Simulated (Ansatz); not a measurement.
The system is MnSb4.

```
Sb Mn
1.0
     3.08050    0.00000    0.00000
     0.00000    3.08050    0.00000
     0.00000    0.00000   14.99420
Sb Mn
4 1
Direct
  0.00000 0.00000 0.81968
  0.00000 0.00000 0.60055
  0.00000 0.00000 0.39945
  0.00000 0.00000 0.18032
  0.00000 0.00000 0.00000
```

The cell comes from a database or a generator and needn't be the stable form of this composition.

Base run:

* Program: Ansatz 0.2.0
* Functional: PBE
* Potentials or basis: Ansatz PAW
* Cutoff: 420 eV (not typed: the program's choice for these potentials)
* k mesh: 7 × 7 × 2
* Occupations: fermi-dirac, width 0.05 eV
* Spin: collinear spin, ferromagnetic start
* Starting moments: [0.0, 0.0, 0.0, 0.0, 5.0] μB
* Fixed moment: 5 μB

Its results: pressure 0.4 GPa; site moments Sb +0.07, +0.09; Mn +4.03 μB; largest force 0.163 eV/Å.

Q: After a change of settings the same cell gave: pressure -2.0 GPa; site moments Sb -0.15; Mn +2.18 μB; largest force 0.464 eV/Å. Which change was it?
A. fixed moment from 5 μB to 6 μB; moments at the start from [0.0, 0.0, 0.0, 0.0, 5.0] to [0.0, 0.0, 0.0, 0.0, 6.0]
B. fixed moment from 5 μB to 8 μB; moments at the start from [0.0, 0.0, 0.0, 0.0, 5.0] to [0.0, 0.0, 0.0, 0.0, 8.0]
C. fixed moment from 5 μB to 1 μB; moments at the start from [0.0, 0.0, 0.0, 0.0, 5.0] to [0.0, 0.0, 0.0, 0.0, 1.0]
D. fixed moment from 5 μB to 3 μB; moments at the start from [0.0, 0.0, 0.0, 0.0, 5.0] to [0.0, 0.0, 0.0, 0.0, 3.0]

A: C.

Caveats: the total moment is fixed, so each spin has its own Fermi level; a cell with one magnetic atom can't hold antiferromagnetic order, which such compounds often take; the thresholds are loose for stress.
